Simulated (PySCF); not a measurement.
# RuNCl: relaxation and vibrations of the triplet

Aim: relax RuNCl as a triplet from a linear start, check by its vibrations whether the end is a minimum, and collect its spectrum and constants.

Program: PySCF 2.14.0. Level of theory: PBE0, basis Ru def2-TZVP with ECP28, N def2-TZVP, Cl def2-TZVP, scalar-relativistic core potentials, no spin–orbit coupling, density fitting. These are calculated values, not measurements.

**1. Starting geometry**

3 atoms, charge 0, spin multiplicity 3.

Bond lengths: Ru1–N2 1.740 Å, Ru1–Cl3 2.240 Å. Angles: N2–Ru1–Cl3 180.0°.

Coordinates in bohr (charge 0 multiplicity 3):
```
Ru    0.0000    0.0000    0.0000
N     0.0000    0.0000   -3.2881
Cl    0.0000    0.0000    4.2330
```

**2. The SCF at the typed geometry**

One driver script runs all steps and calls PySCF; scf.py shows how it sets up the SCF of each step. The optimiser is the driver's own. After this first run the driver tries any further starts and a stability analysis.

scf.py

```python
from pyscf import gto, scf, dft
mol = gto.M(atom='''
Ru     0.000000     0.000000     0.000000
N      0.000000     0.000000    -1.740000
Cl     0.000000     0.000000     2.240000''',
    basis={'Ru': 'def2-TZVP', 'N': 'def2-TZVP', 'Cl': 'def2-TZVP'},
    ecp={'Ru': 'def2-TZVP'},
    charge=0, spin=2)
mf = dft.UKS(mol, xc='PBE0')
mf.grids.atom_grid = (50, 194)
aux = {'Ru': 'def2-universal-JKFIT', 'N': 'def2-universal-JKFIT', 'Cl': 'def2-universal-JKFIT'}
mf = mf.density_fit(auxbasis=aux)
mf.conv_tol = 1e-08
mf.diis_space = 10
mf.max_cycle = 60
mf.init_guess = 'minao'
mf.verbose = 4
mf.kernel()
```

Started as:

```sh
$ OMP_NUM_THREADS=4 python axn.py task.json out
```

After this run come: Linear start, triplet: relaxation; Is it a minimum? Harmonic modes; Following the imaginary mode; Vibrations and properties at this point.

Before running it: what results should come out? Wanted: minimum; geometry; wavenumbers; dipole moment; highest occupied, lowest empty level; polar-tensor charge of Ru1; zero-point energy; atomisation energy; ⟨S²⟩.

The runs gave:

```
                                          quantity                                        value
                                           minimum                                  triplet, Cs
                                          geometry  Ru–Cl 2.231 Å, Ru–N 1.590 Å; Cl–Ru–N 131.6°
                                wavenumbers (cm⁻¹)                158 (a'), 401 (a'), 1151 (a')
                                     dipole moment                                       1.70 D
highest occupied, lowest empty level (either spin)                              -6.72, -4.05 eV
                        polar-tensor charge of Ru1                                      +0.96 e
                                 zero-point energy                                  10.2 kJ/mol
                               entropy at 298.15 K                              297.9 J/(mol K)
         atomisation energy (no zero-point energy)                                   778 kJ/mol
                                              ⟨S²⟩                                        2.023
```

From C∞v at the start the molecule goes to a Cs minimum, after a stop at a second-order saddle point 29.5 kJ/mol higher, from which it was pushed off along an imaginary mode. In the infrared the band at 1151 cm⁻¹ (a', stretch) leads. Most of the spin sits on Ru1 (Mulliken spin 1.88, against 2 for the whole molecule). Only this shape and spin were tried, so other structures or states may lie lower. One determinant may miss the lowest occupation of an open d or f shell.
